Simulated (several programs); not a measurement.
Rocksalt SnTe, relaxed with r2SCAN in Ansatz, was computed with several methods. The symmetry is Fm-3m (No. 225, cubic); conventional cell a = 6.379 Å, 32.44 Å³ an atom. Around Sn lie 6 Te at 3.19 Å; around Te lie 6 Sn at 3.19 Å. The values are computed, spin-unpolarised.

```yaml
crystal:
  lattice:
    - [0.00000, 3.18933, 3.18933]
    - [3.18933, 0.00000, 3.18933]
    - [3.18933, 3.18933, 0.00000]
  atoms:
    - { symbol: Sn, position: [0.00000, 0.00000, 0.00000] }
    - { symbol: Te, position: [0.50000, 0.50000, 0.50000] }
```

Gaps and times are for a single point on this cell; volume and bulk modulus come from each method's own relaxation or energy curve at fixed shape. Times are rough, from shared hosts (INTEL XEON PLATINUM 8581C CPU @ 2.10GHz; Intel Xeon Platinum 8259CL CPU @ 2.50GHz), and each method has its own mesh and cell size. A star marks a curve whose lowest point is an end point. PM6 (MOPAC), PM7 (MOPAC), GFN1-xTB (tblite), GFN2-xTB (tblite) treat a cluster of cells at its zone centre, which samples few k points: where these miss a band edge, the gap comes out too large for that reason alone. Gaps from k meshes are read at a limited set of points (mesh, symmetry points, PBE's band edges), so each method's own least gap may be somewhat smaller. xTB and the PM methods were fitted mostly to molecules, and can miss a solid's gap by electronvolts. Minimal bases can be far off for gaps. Times of the plane-wave ladder aren't listed, since it ran on unlike processors and cards. d marks a direct gap, i an indirect one (no mark: not told apart), a dash a value that wasn't computed or didn't pass its checks.

```tsv
method	kind	gap (eV)	own volume (Å³/atom)	bulk modulus (GPa)	atoms computed	processor time
PBEsol	semilocal	–	31.04	–	2	–
light PBE (260 eV and a coarse mesh)	light plane-wave	0.02	–	–	2	1 s
LDA	semilocal	0.01	30.29	–	2	–
PBE	semilocal	0.01	32.93	39	2	–
PM7 (MOPAC)	semi-empirical	4.25	–	–	cluster	3.2 s
PBE/single zeta (GPAW)	small basis	0.03 d	–	–	2	4.3 s
PM6 (MOPAC)	semi-empirical	2.69	–	–	cluster	4.8 s
GFN1-xTB (tblite)	tight binding	0.81	–	–	cluster	6.7 s
r2SCAN	semilocal	0.15 d	32.44	44	2	–
PBE+SOC	semilocal	0.15 d	–	–	2	–
PBE/SZV (CP2K)	small basis	0.11 d	35.70*	42*	2	11 s
PBE/DZVP (CP2K)	small basis	0.04 d	33.45	40	2	25 s
GFN2-xTB (tblite)	tight binding	0.08	–	–	cluster	37 s
PBE0	hybrid	0.75 d	–	–	2	–
HSE06	hybrid	0.25 d	32.22	–	2	–
HSE06+SOC	hybrid	0.01	–	–	2	–
```

**Question.** How far from the measured values lie the methods that can be set against them?

**Answer.**
- Volume, measured 31.66 Å³ an atom: PBEsol -1.9 %, LDA -4.3 %, PBE +4.0 %, r2SCAN +2.5 %, PBE/DZVP (CP2K) +5.6 %, HSE06 +1.8 %.
The calculations are for a static lattice; samples hold vibrations, temperature and, in optical gaps, excitons. A measured value is shown where most reports agree with it, and only for the quantities listed. Sources: 31.66 Å³ an atom (from the lattice constants; cubic cell parameter a0 at room temperature, sample B; 300 K; “Carrier concentration dependence of structural disorder in thermoelectric Sn1−xTe”; heavily p-type, Sn-deficient sample (Sn vacancies); 2016; pmc:5391859).

Only the rows marked +SOC include spin-orbit coupling.
